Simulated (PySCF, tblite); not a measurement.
# C11H9N: geometry, infrared bands and NMR shifts

Aim: predict the infrared bands and NMR shifts of C11H9N (`CC#Cc1c(C)cccc1C#N`).

The runs use tblite 0.8.0 and PySCF 2.14.0, with density-fitted response routines of our own; the level of theory stands in each step. All values are computed, except where a source is named. Atoms are numbered from 0 throughout.

## Step 1: The starting structure

21 atoms, charge 0, multiplicity 1; geometry from: force field or distance geometry start.

Bonds of the start (Å): C0–C1 1.48, C1–C2 1.19, C2–C3 1.45, C3–C4 1.42, C4–C5 1.50, C4–C6 1.40, C6–C7 1.39, C7–C8 1.39, C8–C9 1.39, C9–C10 1.44, C10–N11 1.16, C9–C3 1.40, C0–H12 1.08, C0–H13 1.09, C0–H14 1.10, C5–H15 1.08, C5–H16 1.10, C5–H17 1.10, C6–H18 1.09, C7–H19 1.09, C8–H20 1.10.

## Step 2: Relaxing the molecule with GFN2-xTB

The job: settings as JSON, then the geometry in Å.

```
{"job": {"kind": "relax", "xc": "GFN2-xTB", "basis": "xTB"}, "charge": 0, "multiplicity": 1}
C      3.860800     0.206000    -0.324100
C      2.390800     0.212400    -0.202000
C      1.208600     0.214200    -0.080100
C     -0.232900     0.249000     0.039500
C     -0.968400    -0.962100    -0.022300
C     -0.294800    -2.287900    -0.252200
C     -2.364200    -0.915600     0.097200
C     -3.020700     0.295700     0.309600
C     -2.295100     1.473700     0.383100
C     -0.908200     1.459000     0.258800
C     -0.197800     2.704600     0.338100
N      0.345500     3.726400     0.415100
H      4.180600    -0.612200    -0.953100
H      4.335000     0.093600     0.651300
H      4.199200     1.155200    -0.763100
H      0.246100    -2.286200    -1.190500
H      0.408800    -2.496100     0.570500
H     -1.016500    -3.112700    -0.282700
H     -2.950300    -1.832100     0.049700
H     -4.104700     0.309500     0.410900
H     -2.831000     2.422300     0.546100
```

Command:

```bash
$ OMP_NUM_THREADS=1 python probes_run.py task.json out
```

This one command runs all jobs of the session in turn.

**Question.** This job is followed by: GFN2-xTB harmonic vibrations, gas phase; GIAO PBE0/pcSseg-1 NMR shielding, non-relativistic, gas phase. What will the session give for the following? strongest single infrared mode (GFN2-xTB); zero-point energy (GFN2-xTB); 13C shifts against TMS (PBE0/pcSseg-1); 1H shifts against TMS (PBE0/pcSseg-1, means over atoms taken as alike); 15N shifts against NH3 (PBE0/pcSseg-1); surface potential, 1st and 99th percentile.

The runs gave:

| quantity | value |
| --- | --- |
| strongest single infrared mode (GFN2-xTB) | 2376 cm⁻¹, 224 km/mol |
| zero-point energy (GFN2-xTB) | 100.1 kcal/mol |
| 13C shifts against TMS (PBE0/pcSseg-1) | 148.0, 137.4, 137.1, 133.8, 132.3, 123.8, 121.3, 112.8, 82.6, 24.6, 6.1 ppm |
| 1H shifts against TMS (PBE0/pcSseg-1, means over atoms taken as alike) | 7.74, 7.62, 7.47, 2.56, 2.47 ppm |
| 15N shifts against NH3 (PBE0/pcSseg-1) | 321.2 ppm |
| surface potential, 1st and 99th percentile | -1.89 V and 1.13 V |

**Reading.** Relaxing lowered the energy by 0.133 eV in 36 steps; the close pair that moved most is C2–C3, from 1.447 to 1.413 Å. The lowest mode is slightly imaginary (13i cm⁻¹), a soft motion within the noise of the Hessian, so the minimum is not strictly shown. The strongest single mode, at 2376 cm⁻¹, is spread over several atoms, C10, N11, C1, C2 among them. GFN2-xTB is a fitted tight-binding method: band positions and strengths are rough. Its intensities can rank the bands wrongly. At PBE0/pcSseg-1: Shielding is most anisotropic at N11 (span 431 ppm, paramagnetic term -397 ppm). NICS(1)zz of -25 ppm above the planar ring from C3 marks a diatropic (aromatic) ring current. At PBE0/pcSseg-1, counted by nearest atom on the grid, the HOMO lies on C1 24 %; C2, C3, C7 about 14 % each, the LUMO on C3, C9 about 17 % each; C6 13 %.
